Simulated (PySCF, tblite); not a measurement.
# Pentafluorobenzonitrile (C₇F₅N): geometry, infrared bands, NMR shifts, spin-spin couplings and electronic excitations

Aim: predict the infrared bands, NMR shifts, spin-spin couplings and electronic excitations of Pentafluorobenzonitrile (C₇F₅N) (`N#Cc1c(F)c(F)c(F)c(F)c1F`).

The runs use tblite 0.8.0 and PySCF 2.14.0, with density-fitted response routines of our own; the level of theory stands in each step. All values are computed, except where a source is named. Atoms count from 0, in the outputs and in this text.

## Step 1: Starting geometry

13 atoms, charge 0, multiplicity 1; geometry from: force field or distance geometry start.

Bonds of the start (Å): N0–C1 1.17, C1–C2 1.41, C2–C3 1.41, C3–F4 1.33, C3–C5 1.40, C5–F6 1.34, C5–C7 1.38, C7–F8 1.34, C7–C9 1.39, C9–F10 1.34, C9–C11 1.39, C11–F12 1.34, C11–C2 1.40.

## Step 2: Relaxing the molecule with GFN2-xTB

The job: settings as JSON, then the geometry in Å.

```
{"job": {"kind": "relax", "xc": "GFN2-xTB", "basis": "xTB"}, "charge": 0, "multiplicity": 1}
N      3.681800    -0.062000    -0.133900
C      2.509300    -0.036000    -0.101300
C      1.098200    -0.021300    -0.037300
C      0.401900     1.200500     0.018000
F      1.076300     2.349600     0.051400
C     -0.993700     1.215000     0.073600
F     -1.634500     2.390400     0.136900
C     -1.699000     0.031800     0.063400
F     -3.038800     0.045400     0.108100
C     -1.034300    -1.184900    -0.003300
F     -1.719700    -2.335700    -0.026100
C      0.357500    -1.208800    -0.055700
F      0.990500    -2.383600    -0.111600
```

Run with:

```
$ OMP_NUM_THREADS=2 python probes_run.py task.json out
```

One launch serves the whole session: the jobs run in the order shown.

Standard output:

```text
step      E/eV     max force
  0   -1128.83946    3.542
  1   -1128.51156   12.522
  2   -1128.90550    1.072
  3   -1128.91172    0.321
  4   -1128.91345    0.154
  5   -1128.91412    0.156
  6   -1128.91467    0.066
  7   -1128.91483    0.037
  8   -1128.91497    0.033
  9   -1128.91509    0.044
 10   -1128.91518    0.026
 11   -1128.91521    0.011
 12   -1128.91522    0.009
```

Run time: 0.09 s. Hardware: 2 threads of Intel Xeon Platinum 8488C, shared host.

Along the way: (the energy doesn't fall at every step)

| step | energy from step 0 (eV) | largest force (eV/Å) |
| --- | --- | --- |
| 0 | 0.0000 | 3.5425 |
| 1 | 0.3279 | 12.5223 |
| 2 | -0.0660 | 1.0716 |
| 3 | -0.0723 | 0.3208 |
| 4 | -0.0740 | 0.1538 |
| 5 | -0.0747 | 0.1562 |
| 6 | -0.0752 | 0.0658 |
| 7 | -0.0754 | 0.0374 |
| 8 | -0.0755 | 0.0331 |
| 9 | -0.0756 | 0.0441 |
| 10 | -0.0757 | 0.0262 |
| 11 | -0.0757 | 0.0110 |
| 12 | -0.0758 | 0.0091 |

Close pairs (by a distance rule), those that changed most:

| bond | before (Å) | after (Å) | change (Å) |
| --- | --- | --- | --- |
| N0–C1 | 1.173 | 1.143 | -0.030 |
| C5–C7 | 1.378 | 1.395 | +0.017 |
| C7–F8 | 1.341 | 1.328 | -0.013 |
| C5–F6 | 1.340 | 1.330 | -0.010 |
| C2–C3 | 1.407 | 1.398 | -0.010 |
| C9–F10 | 1.340 | 1.330 | -0.009 |
| C11–F12 | 1.336 | 1.329 | -0.007 |
| C1–C2 | 1.413 | 1.419 | +0.007 |

The next job starts from the end point, and lists it.

## Step 3: Infrared spectrum with GFN2-xTB

The job: settings as JSON, then the geometry in Å.

```
{"job": {"kind": "ir", "xc": "GFN2-xTB", "basis": "xTB"}, "charge": 0, "multiplicity": 1}
N      3.651580    -0.059533    -0.136252
C      2.509602    -0.041200    -0.092690
C      1.091574    -0.017901    -0.039960
C      0.403044     1.196802     0.026549
F      1.080296     2.339577     0.043873
C     -0.986834     1.224111     0.075627
F     -1.633538     2.385020     0.137695
C     -1.703657     0.027995     0.058962
F     -3.030112     0.049482     0.107571
C     -1.029141    -1.190802    -0.006918
F     -1.716150    -2.329919    -0.021806
C      0.360863    -1.209474    -0.055513
F      0.998085    -2.373671    -0.114864
```

Standard output:

```text
mode    cm-1     km/mol
  1      80.4      2.22
  2     114.3      0.00
  3     116.2      4.18
  4     149.3      3.04
  5     198.5     25.54
  6     239.5      0.01
  7     241.7      0.16
  8     283.8      4.94
  9     303.3      7.97
 10     316.0      0.28
 11     385.5      0.89
 12     399.9      0.04
 13     412.5      0.00
 14     475.3      5.31
 15     487.4      3.54
 16     534.8      2.50
 17     566.6      0.11
 18     585.1      0.00
 19     601.7      2.42
 20     646.7      7.83
 21     728.7      3.02
 22     935.1    105.17
 23     969.0    251.13
 24    1117.9     87.58
 25    1124.2      0.01
 26    1239.3     43.16
 27    1291.8      4.08
 28    1420.5     14.47
 29    1464.8    517.74
 30    1474.4    248.20
 31    1548.6      0.39
 32    1558.9     41.58
 33    2386.3    110.05
```

Run time: 0.49 s. Hardware: 2 threads of Intel Xeon Platinum 8488C, shared host.

Which atoms move in the most intense modes:

| cm⁻¹ | km/mol | atoms |
| --- | --- | --- |
| 935 | 105.2 | C3 15 %, C11 15 %, F8 11 % |
| 969 | 251.1 | C7 17 %, C2 16 %, F10 11 %, F6 11 % |
| 1118 | 87.6 | C7 19 %, F8 16 %, C2 16 %, C5 11 % |
| 1239 | 43.2 | C9 15 %, C5 15 %, C2 15 %, C3 13 % |
| 1465 | 517.7 | C11 20 %, C3 19 %, C9 17 %, C5 17 % |
| 1474 | 248.2 | C7 39 %, C5 21 %, C9 20 % |
| 1559 | 41.6 | C3 22 %, C11 22 %, C9 21 %, C5 21 % |
| 2386 | 110.0 | C1 60 %, N0 39 % |

## Step 4: Relaxing the molecule at PBE0-D3(BJ)/def2-SVP

The job: settings as JSON, then the geometry in Å.

```
{"job": {"xc": "PBE0", "basis": "def2-SVP", "d3": "d3bj", "grid": 1, "shake": 0.01, "kind": "geom"}, "charge": 0, "multiplicity": 1}
N      3.671990    -0.085090    -0.132070
C      2.503920    -0.045730    -0.094850
C      1.071370    -0.020220    -0.048610
C      0.436270     1.199060     0.023020
F      1.077480     2.332900     0.033320
C     -0.990740     1.228930     0.073240
F     -1.623960     2.383020     0.137940
C     -1.688200     0.033450     0.053910
F     -3.031940     0.054890     0.126920
C     -1.031840    -1.193240     0.003110
F     -1.725010    -2.332840    -0.012980
C      0.366670    -1.208560    -0.048810
F      0.969800    -2.363460    -0.124460
```

Standard output:

```text
step   0  E = -819.18894732  max force = 0.053109
step   1  E = -819.19141425  max force = 0.014226
step   2  E = -819.19256580  max force = 0.010503
step   3  E = -819.19320854  max force = 0.006277
step   4  E = -819.19337793  max force = 0.002800
step   5  E = -819.19344386  max force = 0.001529
step   6  E = -819.19345777  max force = 0.000747
step   7  E = -819.19347175  max force = 0.000887
step   8  E = -819.19347666  max force = 0.003711
step   9  E = -819.19345785  max force = 0.003794
step  10  E = -819.19348463  max force = 0.003256
step  11  E = -819.19351380  max force = 0.002275
step  12  E = -819.19353613  max force = 0.000735
step  13  E = -819.19354468  max force = 0.000269
optimisation converged
```

It took 2.4 min on 2 threads of Intel Xeon Platinum 8488C, shared host; peak memory 0.86 GiB.

The steps of the relaxation:

| step | energy from step 0 (eV) | largest force component (eV/Å) |
| --- | --- | --- |
| 0 | 0.0000 | 2.7310 |
| 1 | -0.0671 | 0.7315 |
| 2 | -0.0985 | 0.5401 |
| 3 | -0.1160 | 0.3228 |
| 4 | -0.1206 | 0.1440 |
| 5 | -0.1224 | 0.0786 |
| 6 | -0.1227 | 0.0384 |
| 7 | -0.1231 | 0.0456 |
| 8 | -0.1232 | 0.1908 |
| 9 | -0.1227 | 0.1951 |
| 10 | -0.1235 | 0.1674 |
| 11 | -0.1243 | 0.1170 |
| 12 | -0.1249 | 0.0378 |
| 13 | -0.1251 | 0.0138 |

Distances of close pairs at the start and the end, largest changes first:

| bond | before (Å) | after (Å) | change (Å) |
| --- | --- | --- | --- |
| C3–C5 | 1.428 | 1.390 | -0.038 |
| C7–F8 | 1.346 | 1.313 | -0.032 |
| C2–C3 | 1.377 | 1.402 | +0.025 |
| C2–C11 | 1.382 | 1.402 | +0.021 |
| C9–F10 | 1.334 | 1.317 | -0.017 |
| C3–F4 | 1.303 | 1.315 | +0.012 |
| C5–C7 | 1.384 | 1.396 | +0.011 |
| N0–C1 | 1.169 | 1.158 | -0.011 |

The end geometry stands in the next job.

| at the end point | value |
| --- | --- |
| point group (found at 0.08 Å tolerance) | C2v |
| rotational constants (GHz, main isotopes) | 1.031, 0.767, 0.440 |
| dipole moment (D) | 2.82 |

## Step 5: NMR shieldings: PBE0/pcSseg-1

The job: settings as JSON, then the geometry in Å.

```
{"job": {"kind": "nmr", "xc": "PBE0", "basis": "pcSseg-1"}, "charge": 0, "multiplicity": 1}
N      3.639472     0.316514    -0.396034
C      2.492431     0.217247    -0.270879
C      1.082113     0.093880    -0.118426
C      0.286236     1.229194     0.088546
F      0.838566     2.421009     0.141900
C     -1.090750     1.112385     0.242565
F     -1.833226     2.182283     0.438783
C     -1.685926    -0.148510     0.182634
F     -2.986531    -0.263448     0.325334
C     -0.910098    -1.289743    -0.022728
F     -1.483874    -2.474496    -0.075186
C      0.466191    -1.164407    -0.175336
F      1.189587    -2.243962    -0.371490
```

With the program's defaults for keys left out, this is: GIAO PBE0/pcSseg-1 NMR shielding, non-relativistic, gas phase.

Standard output:

```text
coarse grid: 14096 points
cycle   1  E = -819.4399149893  dE =  2.807e+00  |g| = 9.825e-01  |ddm| = 4.212e+00
cycle   2  E = -818.9426579599  dE =  4.973e-01  |g| = 1.892e+00  |ddm| = 2.711e+00
cycle   3  E = -819.6027400064  dE = -6.601e-01  |g| = 2.608e-01  |ddm| = 1.996e+00
cycle   4  E = -819.6117797584  dE = -9.040e-03  |g| = 1.607e-01  |ddm| = 2.983e-01
cycle   5  E = -819.6170867524  dE = -5.307e-03  |g| = 2.153e-02  |ddm| = 1.384e-01
cycle   6  E = -819.6171638891  dE = -7.714e-05  |g| = 7.974e-03  |ddm| = 2.090e-02
cycle   7  E = -819.6171777483  dE = -1.386e-05  |g| = 1.015e-03  |ddm| = 6.629e-03
cycle   8  E = -819.6171779145  dE = -1.661e-07  |g| = 5.486e-04  |ddm| = 1.351e-03
final grid: 147472 points
cycle   9  E = -819.7216317567  dE = -4.903e-05  |g| = 6.660e-03  |ddm| = 4.501e-02
cycle  10  E = -819.7216208393  dE =  1.092e-05  |g| = 1.079e-02  |ddm| = 1.530e-02
cycle  11  E = -819.7216405354  dE = -1.970e-05  |g| = 6.993e-04  |ddm| = 9.606e-03
cycle  12  E = -819.7216406154  dE = -8.003e-08  |g| = 2.461e-04  |ddm| = 8.508e-04
cycle  13  E = -819.7216406174  dE = -2.012e-09  |g| = 2.203e-04  |ddm| = 3.451e-04
cycle  14  E = -819.7216406277  dE = -1.034e-08  |g| = 3.241e-05  |ddm| = 1.800e-04
cycle  15  E = -819.7216406280  dE = -2.258e-10  |g| = 9.555e-06  |ddm| = 3.924e-05
converged SCF energy = -819.7216406280

GIAO shielding tensors (ppm)
atom      isotropic    diamagn.    paramagn.     s11        s22        s33       span
  0 N      -83.794     338.098    -421.892   -262.834   -208.440    219.892    482.725
  1 C       71.924     254.222    -182.298    -40.717    -38.480    294.969    335.687
  2 C       91.380     268.454    -177.074     35.892     84.877    153.370    117.478
  3 C       28.227     244.605    -216.378    -30.504     16.084     99.100    129.604
  4 F      310.506     471.551    -161.045    236.012    255.802    439.704    203.692
  5 C       39.775     254.785    -215.010      2.619     17.718     98.988     96.370
  6 F      345.513     472.089    -126.576    270.593    296.349    469.596    199.003
  7 C       31.921     253.774    -221.853    -13.029     10.027     98.766    111.795
  8 F      326.816     471.860    -145.043    241.358    263.360    475.731    234.374
  9 C       39.744     254.831    -215.087      2.511     17.753     98.968     96.456
 10 F      345.447     472.082    -126.635    270.792    296.196    469.354    198.562
 11 C       28.278     244.572    -216.295    -30.351     16.049     99.135    129.486
 12 F      310.588     471.553    -160.965    236.061    255.657    440.046    203.984
```

It took 29 s on 2 threads of Intel Xeon Platinum 8488C, shared host; peak memory 1.9 GiB.

Shifts follow as δ = σ(reference) − σ, with reference shieldings (ppm) from runs at the same level and on the same kind of geometry: ¹³C TMS 184.4, ¹⁹F CFCl3 177.2, ¹⁵N NH3 265.7. The references are single molecules in the gas phase, so shifts against H2O, NH3, PH3, H3PO4 or CFCl3 are not on the usual liquid scales and can be off by tens of ppm. Atoms listed in one row are averaged.

| atoms | environment | σ (ppm) | δ (ppm) | δ scaled to CDCl3 |
| --- | --- | --- | --- | --- |
| C3, C11 | aromatic carbon bearing fluorine | 28.3 | 156.2 | 151.1 |
| C7 | aromatic carbon bearing fluorine | 31.9 | 152.5 | 147.6 |
| C5, C9 | aromatic carbon bearing fluorine | 39.8 | 144.6 | 139.9 |
| C1 | nitrile carbon | 71.9 | 112.5 | 108.7 |
| C2 | substituted aromatic carbon | 91.4 | 93.0 | 89.8 |
| N0 | nitrile nitrogen | -83.8 | 349.5 | – |
| F4, F12 | aryl fluorine | 310.5 | -133.3 | – |
| F8 | aryl fluorine | 326.8 | -149.6 | – |
| F6, F10 | aryl fluorine | 345.5 | -168.2 | – |

The scaled column applies a straight-line fit of computed shieldings to shifts measured in CDCl3, and one for carbons that bear F (root-mean-square error 0.21 ppm for H, 2.0 ppm for C).

Charges from the same density, by scheme (e):

| atoms | Mulliken | IAO | Hirshfeld | ESP fit |
| --- | --- | --- | --- | --- |
| N0 | -0.21 | -0.19 | -0.18 | -0.45 |
| C1 | 0.22 | 0.14 | 0.06 | 0.57 |
| C2 | -0.54 | -0.13 | -0.03 | -0.52 |
| C3, C11 | 0.47 | 0.29 | 0.09 | 0.33 |
| F4, F12 | -0.23 | -0.22 | -0.04 | -0.11 |
| C5, C9 | 0.24 | 0.23 | 0.06 | 0.02 |
| F6, F10 | -0.24 | -0.22 | -0.05 | -0.09 |
| C7 | 0.26 | 0.25 | 0.08 | 0.21 |
| F8 | -0.23 | -0.22 | -0.04 | -0.10 |

Mayer bond orders: N0–C1 3.01, C1–C2 1.08, C2–C3 1.26, C3–F4 0.96, C3–C5 1.38, C5–F6 0.90, C5–C7 1.33, C7–F8 0.92, C7–C9 1.33, C9–F10 0.90, C9–C11 1.38, C11–F12 0.96, C11–C2 1.26.

Ring of atoms C2, C3, C5, C7, C9, C11: NICS(0) -15.8, NICS(1) -11.6, NICS(1)zz -22.7 ppm (means of both faces).

## Step 6: Spin-spin couplings: B3LYP/pcJ-1

The job, as its differences from that of step 5:

```diff
@@ -1,2 +1,2 @@
-{"job": {"kind": "nmr", "xc": "PBE0", "basis": "pcSseg-1"}, "charge": 0, "multiplicity": 1}
+{"job": {"kind": "j", "xc": "B3LYP", "basis": "pcJ-1"}, "charge": 0, "multiplicity": 1}
 N      3.639472     0.316514    -0.396034
```

Method: B3LYP/pcJ-1 indirect spin-spin coupling, non-relativistic, gas phase.

Standard output:

```text
coarse grid: 14096 points
cycle   1  E = -820.3361924085  dE =  2.665e+00  |g| = 1.042e+00  |ddm| = 4.228e+00
cycle   2  E = -819.6991440456  dE =  6.370e-01  |g| = 2.120e+00  |ddm| = 2.713e+00
cycle   3  E = -820.5030759510  dE = -8.039e-01  |g| = 3.008e-01  |ddm| = 1.969e+00
cycle   4  E = -820.5136307878  dE = -1.055e-02  |g| = 2.007e-01  |ddm| = 3.259e-01
cycle   5  E = -820.5217600967  dE = -8.129e-03  |g| = 2.934e-02  |ddm| = 1.572e-01
cycle   6  E = -820.5219094254  dE = -1.493e-04  |g| = 1.001e-02  |ddm| = 2.462e-02
cycle   7  E = -820.5219302110  dE = -2.079e-05  |g| = 1.494e-03  |ddm| = 7.735e-03
cycle   8  E = -820.5219305949  dE = -3.838e-07  |g| = 6.845e-04  |ddm| = 1.786e-03
final grid: 147472 points
cycle   9  E = -820.6321726506  dE = -2.850e-04  |g| = 7.618e-03  |ddm| = 3.420e-02
cycle  10  E = -820.6321566572  dE =  1.599e-05  |g| = 1.234e-02  |ddm| = 1.442e-02
cycle  11  E = -820.6321804930  dE = -2.384e-05  |g| = 1.107e-03  |ddm| = 1.038e-02
cycle  12  E = -820.6321802050  dE =  2.880e-07  |g| = 1.579e-03  |ddm| = 1.825e-03
cycle  13  E = -820.6321807237  dE = -5.188e-07  |g| = 1.157e-04  |ddm| = 1.096e-03
cycle  14  E = -820.6321807266  dE = -2.828e-09  |g| = 3.474e-05  |ddm| = 1.243e-04
cycle  15  E = -820.6321807268  dE = -2.403e-10  |g| = 9.800e-06  |ddm| = 3.285e-05
converged SCF energy = -820.6321807268

Indirect spin-spin couplings (Hz)
  i      j    bonds     total        FC       PSO       DSO        SD
  0 N    4 F    4     -3.552    -0.371    -1.452     0.036    -1.766
  0 N    6 F    5      1.033     0.126    -0.088     0.092     0.902
  0 N    8 F    6     -2.588    -0.224    -0.422     0.093    -2.035
  0 N   10 F    5      1.032     0.126    -0.087     0.092     0.900
  0 N   12 F    4     -3.553    -0.370    -1.449     0.036    -1.770
  1 C    4 F    3      0.085     2.159    -1.466     0.232    -0.840
  1 C    6 F    4      3.670     2.706     0.494    -0.196     0.665
  1 C    8 F    5     -3.143    -1.837     0.009    -0.210    -1.105
  1 C   10 F    4      3.649     2.687     0.493    -0.195     0.665
  1 C   12 F    3      0.068     2.142    -1.465     0.232    -0.841
  2 C    4 F    2     13.232    25.587   -17.264     0.040     4.869
  2 C    6 F    3     -1.610     1.770    -0.450    -0.252    -2.678
  2 C    8 F    4      5.848     0.783    -1.215    -0.221     6.501
  2 C   10 F    3     -1.641     1.736    -0.454    -0.252    -2.672
  2 C   12 F    2     13.270    25.621   -17.269     0.040     4.877
  3 C    4 F    1   -330.453  -314.982   -17.052     1.085     0.495
  3 C    6 F    2      9.595    22.632   -18.821     0.060     5.724
  3 C    8 F    3      0.724     3.190     0.833    -0.222    -3.077
  3 C   10 F    4      6.316     0.123    -0.455    -0.187     6.835
  3 C   12 F    3      0.631     5.094    -1.226    -0.198    -3.039
  4 F    5 C    2     12.117    25.221   -18.878     0.082     5.691
  4 F    6 F    3    -12.454    -4.515   -25.415     0.186    17.290
  4 F    7 C    3      1.546     4.028     0.768    -0.216    -3.034
  4 F    8 F    4      5.929    -3.118    11.195    -1.108    -1.041
  4 F    9 C    4      7.266     1.237    -0.639    -0.184     6.852
  4 F   10 F    5     17.840     4.376    -5.766    -1.082    20.313
  4 F   11 C    3      0.610     5.074    -1.230    -0.198    -3.036
  4 F   12 F    4    -14.747    -1.360    -6.977    -1.028    -5.381
  5 C    6 F    1   -321.375  -318.118    -7.371     1.119     2.994
  5 C    8 F    2     10.260    23.328   -18.770     0.081     5.622
  5 C   10 F    3     -1.504     1.872     0.091    -0.217    -3.249
  5 C   12 F    4      7.279     1.232    -0.637    -0.184     6.868
  6 F    7 C    2     10.086    23.150   -18.732     0.078     5.591
  6 F    8 F    3    -12.228    -4.274   -25.404     0.187    17.264
  6 F    9 C    3     -1.487     1.894     0.090    -0.217    -3.254
  6 F   10 F    4     -2.730    -3.148     4.786    -1.100    -3.269
  6 F   11 C    4      6.325     0.118    -0.456    -0.187     6.851
  6 F   12 F    5     17.870     4.383    -5.804    -1.083    20.375
  7 C    8 F    1   -330.430  -316.995   -15.307     1.111     0.761
  7 C   10 F    2     10.136    23.184   -18.701     0.078     5.575
  7 C   12 F    3      1.592     4.076     0.773    -0.216    -3.041
  8 F    9 C    2     10.406    23.465   -18.751     0.081     5.611
  8 F   10 F    3    -12.220    -4.043   -25.621     0.191    17.254
  8 F   11 C    3      0.760     3.220     0.841    -0.222    -3.078
  8 F   12 F    4      5.998    -3.096    11.242    -1.108    -1.039
  9 C   10 F    1   -321.540  -318.387    -7.306     1.120     3.034
  9 C   12 F    2     12.146    25.259   -18.892     0.083     5.696
 10 F   11 C    2      9.503    22.540   -18.819     0.060     5.722
 10 F   12 F    3    -12.465    -4.575   -25.364     0.186    17.288
 11 C   12 F    1   -330.217  -314.655   -17.111     1.086     0.462
```

Wall time 85 s (2 threads of Intel Xeon Platinum 8488C, shared host); peak memory 1.8 GiB.

A choice of the couplings up to four bonds, sorted by the number of bonds, with means over like pairs; isotopes 13C, 19F, 15N:

| pair | bonds | J (Hz) | Fermi contact (Hz) | dihedral (°) |
| --- | --- | --- | --- | --- |
| C7–F8 | 1 | -330.4 | -317.0 | – |
| C3–F4 | 1 | -330.3 | -314.8 | – |
| C5–F6 | 1 | -321.5 | -318.3 | – |
| C2–F4 | 2 | 13.3 | 25.6 | – |
| F4–C5 | 2 | 12.1 | 25.2 | – |
| C5–F8 | 2 | 10.3 | 23.4 | – |
| F6–C7 | 2 | 10.1 | 23.2 | – |
| C3–F6 | 2 | 9.5 | 22.6 | – |
| F4–F6 | 3 | -12.5 | -4.5 | 0 |
| F6–F8 | 3 | -12.2 | -4.2 | 0 |
| C2–F6 | 3 | -1.6 | 1.8 | 180 |
| F4–C7 | 3 | 1.6 | 4.1 | 180 |
| C5–F10 | 3 | -1.5 | 1.9 | 180 |
| F4–F12 | 4 | -14.7 | -1.4 | – |
| F4–C9 | 4 | 7.3 | 1.2 | – |
| C3–F10 | 4 | 6.3 | 0.1 | – |
| F4–F8 | 4 | 6.0 | -3.1 | – |
| C2–F8 | 4 | 5.8 | 0.8 | – |
| C1–F6 | 4 | 3.7 | 2.7 | – |
| N0–F4 | 4 | -3.6 | -0.4 | – |
| F6–F10 | 4 | -2.7 | -3.1 | – |

The response was solved for the nuclei of F alone, so couplings that need other nuclei can be missing.

Quadrupole couplings from the field gradients of the same density:

| atom | isotope | eQq/h (MHz) | η |
| --- | --- | --- | --- |
| N0 | 14N | -4.696 | 0.14 |

[end of part 1 of 2]
